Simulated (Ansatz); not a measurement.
Ga4BiAs3, space group P-43m, a band structure

Computed with the Ansatz DFT code, driven from Python.

Input file `POSCAR`:
```text
Ga4BiAs3
1.0
   5.94039500    0.00000000    0.00000000
   0.00000000    5.94039500    0.00000000
   0.00000000    0.00000000    5.94039500
Ga Bi As
4 1 3
Direct
   0.26072100    0.26072100    0.26072100
   0.26072100    0.73927900    0.73927900
   0.73927900    0.26072100    0.73927900
   0.73927900    0.73927900    0.26072100
   0.00000000    0.00000000    0.00000000
   0.50000000    0.50000000    0.00000000
   0.50000000    0.00000000    0.50000000
   0.00000000    0.50000000    0.50000000
```

The script, `ga4bias3_bands.py`:
```python
import ansatz as az
from ase.io import read
import numpy as np


def main() -> None:
    atoms = read("POSCAR", format="vasp")
    xtal = az.Crystal.from_ase(atoms)

    path = [
        ("G", (0.0, 0.0, 0.0)),
        ("X", (0.0, 0.5, 0.0)),
        ("M", (0.5, 0.5, 0.0)),
        ("G", (0.0, 0.0, 0.0)),
        ("R", (0.5, 0.5, 0.5)),
        ("X", (0.0, 0.5, 0.0)),
    ]
    calculation = xtal.calculation()
    calculation = calculation.functional("lda")
    calculation = calculation.pseudopotentials("paw")
    calculation = calculation.kpoints(3, 3, 3).occupations("cold", width=0.05)
    calculation = calculation.band_structure([point for _, point in path], intervals=6)
    calculation = calculation.scf(extra_bands=10)
    calculation = calculation.forces()
    planned = calculation.session().plan(threads=1)
    facts = planned.describe()
    print("plan:", facts["n_bands"], "bands,", len(facts["kpoints_frac"]), "k-points, plane waves", facts["n_pw_range"], "grid", facts["fft_dense"])
    done = planned.execute()
    data = done.report

    n_atoms = len(data["lattice"]["sites"])
    print("F =", round(data["free_energy_ev"], 4), "eV for", n_atoms, "atoms")
    print("E(sigma -> 0) =", round(data["energy_sigma0_ev"], 4), "eV, TS =", round(data["entropy_ts_ev"], 5), "eV")
    print("closed by", data["closed_by"], "after", data["n_iterations"], "iterations")

    print("energy terms (eV)")
    for term, value in data["components"].items():
        if abs(value) > 1e-9:
            print(f"  {term:26s} {value:16.5f}")

    if done.unlabelled_reasons:
        print("not a label:", done.unlabelled_reasons)
    else:
        print(done.training_frame().splitlines()[0], "atoms in the frame")

    bands = done.band_structure()
    fermi = bands.fermi_energy_ev
    print(f"zero of the bands: {fermi:.3f} eV, the Fermi level found on the SCF mesh")
    for spin, channel in enumerate(bands.channels):
        print("channel", spin, "- computed levels within 4 eV of the Fermi level")
        for i, (label, _) in enumerate(path):
            levels = channel.eigenvalues_ev[i * 6] - fermi
            print(f"  {label:3s}", " ".join(f"{e:7.3f}" for e in levels if abs(e) < 4))


if __name__ == "__main__":
    main()
```

`python ga4bias3_bands.py` gives:
```text
DeckWarning: basis.ecutwfc = 420 eV, auto-derived from the records' recommended cutoffs: set by Ga (normal level)
plan: 66 bands, 4 k-points, plane waves [4067, 4108] grid [40, 40, 40]
F = -41235.8212 eV for 8 atoms
E(sigma -> 0) = -41235.8208 eV, TS = 0.00136 eV
closed by deck_thresholds after 7 iterations
energy terms (eV)
  e_band                          -1253.50824
  e_kinetic                        1074.60738
  e_local                        -16099.99543
  e_nonlocal                        271.24536
  e_hartree                        7688.56048
  e_xc                             -658.57496
  e_vxc                            -612.64465
  e_paw                          -23265.29303
  e_vpaw                          -1263.83211
  e_augmentation_tail                -0.00098
  e_ewald                        -10259.50342
  e_core_change                      13.13472
  e_smearing                         -0.00136
8 atoms in the frame
zero of the bands: 7.153 eV, the Fermi level found on the SCF mesh
channel 0 - computed levels within 4 eV of the Fermi level
  G    -2.654  -2.654  -2.654  -2.473  -2.473  -2.473  -0.951  -0.018  -0.018  -0.018   0.951   1.226   1.226   1.226   1.405   1.405   3.339   3.339   3.339
  X    -3.337  -3.337  -3.120  -2.994  -1.906  -1.906  -1.314  -1.314   1.357   1.726   2.290   2.729   3.730   3.730
  M    -3.388  -3.148  -3.148  -2.947  -1.672  -1.374  -0.901  -0.901   1.749   1.749   2.201   2.341
  G    -2.654  -2.654  -2.654  -2.473  -2.473  -2.473  -0.951  -0.018  -0.018  -0.018   0.951   1.226   1.226   1.226   1.405   1.405   3.339   3.339   3.339
  R    -1.602  -1.602  -1.348  -1.348  -1.348  -0.645  -0.645  -0.645   0.094   0.094   0.094   0.540
  X    -3.337  -3.337  -3.120  -2.994  -1.906  -1.906  -1.314  -1.314   1.357   1.726   2.290   2.729   3.730   3.730
```
(Warnings from the package without file and line.)

Caveats:
- Absolute energies stand on the zero of these potentials, so only differences at equal settings mean something. A total without «per atom» is that of the cell as typed.
- Cold and Methfessel-Paxton smearing aren't meant for a gap as narrow as their width.
- The energy terms are those on the plane-wave grid, with the one-centre PAW part apart; e_band, e_vxc and e_vpaw aren't summands of the total.
- The computed bands are complete only to about 3.3 eV above the Fermi level.
- The gap on the mesh is very small: a semilocal functional closes or nearly closes the gap of many narrow semiconductors.
- This cell is a computed structure, which may not be the phase found in nature.
- Levels are Kohn-Sham eigenvalues on this mesh, without spin-orbit coupling.
- Run time: 26 s on 1 thread of Arm Neoverse V2, on a shared host, peak memory 0.64 GiB.

(Lines on the test bed's own set-up are left out of the output.)
